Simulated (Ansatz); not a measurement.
# BW: the cost of one run

Program: Ansatz 0.2.0, Gaussian basis. Level of theory: def2-QZVPP, core rule «outside noble gas», up to 5 orbitals frozen. These are calculated values, not measurements.

Plan: UHF; ROHF; CCSD(T) on UHF.

2 further runs of the same task are left out: 2 set aside as unsound or not needed.

### Step 1. What is computed

The geometry is a PBE0/def2-TZVP stationary point (not a proven minimum) of the parent state, kept for this charge and spin. No spin-orbit coupling is included. Elements past krypton take def2 core potentials.

2 atoms, charge 1, spin multiplicity 5.

Atoms are counted from 1 here; the program's logs count them from 0.

Bond lengths: W1–B2 1.969 Å.

### Step 2. UHF

in.yaml reads:

```yaml
crystal:
  periodic: [false, false, false]
  atoms:
    - {symbol: W, position_ang: [0.000000, 0.000000, 0.000000]}
    - {symbol: B, position_ang: [0.000000, 0.000000, 1.969000]}
basis:
  gaussian: {orbitals: "def2-QZVPP.json"}
total_charge: 1
magnetization: {spin_polarized: true, initial_magnetization: 4}
hamiltonian: {xc: hf}
output: {orbitals: {seedname: orbitals}}
```

Launch:

```console
$ ansatz run in.yaml --threads 1 --pin off --events-out ev --progress --plain --max-ram 4096MiB --backend cpu
```

Q: Estimate wall time and peak memory on 1 thread of AMD EPYC 7R13, shared host.

About 20 s, with a peak of 0.3 GiB.
